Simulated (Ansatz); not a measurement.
**CH₂SeSi (SMILES C#[Si][SeH]): single points off equilibrium**

Aim: energy, forces and dipole at a frame of a short trajectory, from CCSD(T) and from density functionals.

The runs use Ansatz 0.2.0, Gaussian basis; single points in def2-TZVPP.

Cores are frozen in the correlated methods. Filled d shells of the heavier atoms are correlated.

**1. The system as given**

SMILES `C#[Si][SeH]`, 5 atoms, charge 0, spin multiplicity 1.

Atoms are counted from 1 here; the program's logs count them from 0.

Bond lengths: C1–Si2 1.625 Å, C1–H4 1.100 Å, Si2–Se3 2.207 Å, Se3–H5 1.432 Å. Angles: Si2–C1–H4 176.7°, C1–Si2–Se3 166.0°, Si2–Se3–H5 94.8°.

As a file:

```csv
atom,x (Å),y (Å),z (Å)
C1,-1.0129,-1.3113,0.3373
Si2,-0.2892,0.0944,-0.0402
Se3,0.8004,2.0141,-0.0254
H4,-1.5142,-2.2706,0.5318
H5,1.9977,1.4780,-0.5985
```

**2. PBE-D4/def2-TZVPP**

The input, run/in.yaml:

```yaml
crystal:
  periodic: [false, false, false]
  atoms:
    - {symbol: C, position_ang: [-1.012941, -1.311250, 0.337294]}
    - {symbol: Si, position_ang: [-0.289173, 0.094384, -0.040221]}
    - {symbol: Se, position_ang: [0.800443, 2.014081, -0.025392]}
    - {symbol: H, position_ang: [-1.514174, -2.270567, 0.531798]}
    - {symbol: H, position_ang: [1.997679, 1.477952, -0.598508]}
basis:
  gaussian: {orbitals: def2-TZVPP}
hamiltonian: {xc: pbe, dispersion: d4}
output: {forces: true}
```

The run is started by

```bash
> ansatz run in.yaml --threads 2 --pin off --events-out ev --progress --plain --max-ram 3481MiB
```

**3. r2SCAN-D4/def2-TZVPP**

run/in.yaml: that of step 2 with these lines changed.

```diff
@@ -10,3 +10,3 @@
   gaussian: {orbitals: def2-TZVPP}
-hamiltonian: {xc: pbe, dispersion: d4}
+hamiltonian: {xc: r2scan, dispersion: d4}
 output: {forces: true}
```

**4. PBE0-D4/def2-TZVPP**

run/in.yaml: that of step 3 with these lines changed.

```diff
@@ -10,3 +10,3 @@
   gaussian: {orbitals: def2-TZVPP}
-hamiltonian: {xc: r2scan, dispersion: d4}
-output: {forces: true}
+hamiltonian: {xc: pbe0, dispersion: d4}
+output: {forces: true, orbitals: {seedname: orbitals}}
```

**5. wB97M-V/def2-TZVPP**

run/in.yaml: that of step 4 with these lines changed.

```diff
@@ -10,3 +10,3 @@
   gaussian: {orbitals: def2-TZVPP}
-hamiltonian: {xc: pbe0, dispersion: d4}
-output: {forces: true, orbitals: {seedname: orbitals}}
+hamiltonian: {xc: {name: wB97M-V}}
+output: {forces: true}
```

**6. CCSD(T)/def2-TZVPP**

run/in.yaml: that of step 5 with these lines changed.

```diff
@@ -10,3 +10,3 @@
   gaussian: {orbitals: def2-TZVPP}
-hamiltonian: {xc: {name: wB97M-V}}
+correlation: {method: ccsd_t}
 output: {forces: true}
```

(Steps that only read results are left out.)

Before running it: what results should come out? Wanted: energy less free atoms, CCSD(T)/def2-TZVPP; RMS force component; RMS force error; HOMO and LUMO, PBE0-D4; T1 diagnostic.

As calculated:

| quantity | value |
| --- | --- |
| energy less free atoms, CCSD(T)/def2-TZVPP | -1354.4 kJ/mol |
| RMS force component | 0.574 to 0.857 eV/Å over the methods |
| RMS force error | PBE-D4 0.205, r2SCAN-D4 0.240, PBE0-D4 0.351, wB97M-V 0.492 eV/Å |
| HOMO and LUMO, PBE0-D4 | -6.29 and -2.54 eV |
| T1 diagnostic | 0.016 |

In words: Against CCSD(T) the functionals' energies less atoms differ by -95.7 to -20.9 kJ/mol, PBE-D4 by -95.7 kJ/mol. The reference is not at the basis limit: in triple zeta CCSD(T) underbinds, which counts against methods that bind more; the gaps are no ranking. The forces of PBE-D4 come nearest to CCSD(T), those of wB97M-V are farthest. Frozen-core CCSD(T) forces in triple zeta carry basis errors of their own, and this is one geometry, so small gaps rank nothing. The restricted Hartree–Fock reference is unstable towards an unrestricted one at one or more of these structures.
